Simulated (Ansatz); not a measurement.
# C2H6FNSn: a ladder of functionals and wavefunction methods

Aim: compute C2H6FNSn with functionals from several rungs and with coupled cluster, and see how far each lands from CCSD(T) at the basis-set limit for the atomisation energy.

Computed with Ansatz 0.2.0, Gaussian basis. Level: functionals in def2-TZVPP, the program's frozen cores in correlated methods.

The runs, in order: PBE-D4, r2SCAN-D4, PBE0-D4, B3LYP-D4, ωB97X-V, ωB97M-V, B2PLYP; CCSD(T)/def2-TZVPP; MP2/def2-QZVPP; extrapolation to the limit.

### Step 1. The geometry

All runs share one geometry, relaxed beforehand with PBE0-D4 in a triple-zeta def2 set. Sn takes the def2 core potential; no spin-orbit term is included.

11 atoms, charge 0, spin multiplicity 1.

Atoms are counted from 1 here; the program's logs count them from 0.

Bond lengths: C1–C2 1.331 Å, C1–H6 1.080 Å, C1–H7 1.079 Å, C2–F3 1.352 Å, C2–N4 1.357 Å, N4–Sn5 2.039 Å, N4–H8 1.006 Å, Sn5–H9 1.704 Å, Sn5–H10 1.700 Å, Sn5–H11 1.702 Å. Angles: C2–C1–H6 120.5°, C2–C1–H7 119.9°, H6–C1–H7 119.6°, C1–C2–F3 119.1°, C1–C2–N4 131.3°, F3–C2–N4 109.6°, C2–N4–Sn5 123.3°, C2–N4–H8 114.8°, Sn5–N4–H8 121.6°, N4–Sn5–H9 102.0°, N4–Sn5–H10 108.6°, N4–Sn5–H11 109.1°, H9–Sn5–H10 112.2°, H9–Sn5–H11 112.2°, H10–Sn5–H11 112.1°.

Geometry (Å):

```xyz
11
charge 0, multiplicity 1
C    -1.2833    1.8647    0.2535
C    -0.4258    0.8493    0.3211
F     0.3042    0.6801    1.4463
N    -0.1096   -0.1178   -0.5768
Sn    1.1461   -1.6678   -0.1570
H    -1.8807    2.0191   -0.6327
H    -1.3809    2.5429    1.0867
H    -0.6241   -0.0761   -1.4401
H     1.0887   -2.5716   -1.6004
H     2.6970   -1.0419    0.1488
H     0.5337   -2.5379    1.1711
```

### Step 2. PBE-D4 (GGA)

Contents of in.yaml:

```yaml
crystal:
  periodic: [false, false, false]
  atoms:
    - {symbol: C, position_ang: [-1.283268, 1.864739, 0.253468]}
    - {symbol: C, position_ang: [-0.425847, 0.849255, 0.321148]}
    - {symbol: F, position_ang: [0.304249, 0.680144, 1.446334]}
    - {symbol: N, position_ang: [-0.109586, -0.117775, -0.576790]}
    - {symbol: Sn, position_ang: [1.146056, -1.667842, -0.156976]}
    - {symbol: H, position_ang: [-1.880716, 2.019116, -0.632734]}
    - {symbol: H, position_ang: [-1.380858, 2.542921, 1.086701]}
    - {symbol: H, position_ang: [-0.624126, -0.076062, -1.440065]}
    - {symbol: H, position_ang: [1.088722, -2.571630, -1.600396]}
    - {symbol: H, position_ang: [2.697049, -1.041915, 0.148807]}
    - {symbol: H, position_ang: [0.533723, -2.537949, 1.171103]}
basis:
  gaussian: {orbitals: def2-TZVPP}
hamiltonian: {xc: pbe, dispersion: d4}
output: {forces: true, orbitals: {seedname: orbitals}}
```

Command:

```bash
$ ansatz run in.yaml --threads 4 --pin off --events-out ev --progress --plain --max-ram 10444MiB
```

After this run come: r2SCAN-D4 (meta-GGA); PBE0-D4 (hybrid); B3LYP-D4 (hybrid); ωB97X-V (range-separated); ωB97M-V (range-separated); B2PLYP (double hybrid); CCSD(T) in def2-TZVPP; MP2 in def2-QZVPP.

Before running them: what should the planned runs give, taken together? Wanted: atomisation energy, CCSD(T)/CBS; farthest; mean size of error, hybrid; mean size of error, range-separated; gap, smallest and largest; T1 diagnostic; triples share of the correlation energy.

**Answer**, as computed:

| quantity | value |
| --- | --- |
| atomisation energy, CCSD(T)/CBS | 900.8 kcal/mol |
| functionals within 9.0 kcal/mol (1.0 %) | r2SCAN-D4, PBE0-D4, B3LYP-D4, ωB97X-V, ωB97M-V |
| farthest | PBE-D4 (+22.0 kcal/mol) |
| mean size of error, hybrid | 0.2 kcal/mol |
| mean size of error, range-separated | 3.4 kcal/mol |
| gap, smallest and largest | 3.70 eV (PBE-D4), 9.66 eV (ωB97X-V) |
| T1 diagnostic | 0.0130 |
| triples share of the correlation energy | 3.5 % |

What this shows: PBE-D4 misses by +22.0 kcal/mol. Double hybrids carry the basis error of their MP2 part in triple zeta, and no dispersion term here, so their miss is partly the set-up's. The reference freezes the cores and leaves out spin-orbit coupling and excitations past (T), and its outer-core shells are covered unevenly, so misses under about 9.0 kcal/mol can't be ranked. All levels share the lack of spin-orbit coupling, which lowers the free heavy atoms and so the true binding. Hartree-Fock recovers 69 % of the binding; the rest is correlation. The gap grows from 3.7 to 9.7 eV across the functionals, mostly with the share of exact exchange. Correlated methods include outer-core shells of Sn, which these sets cover unevenly.
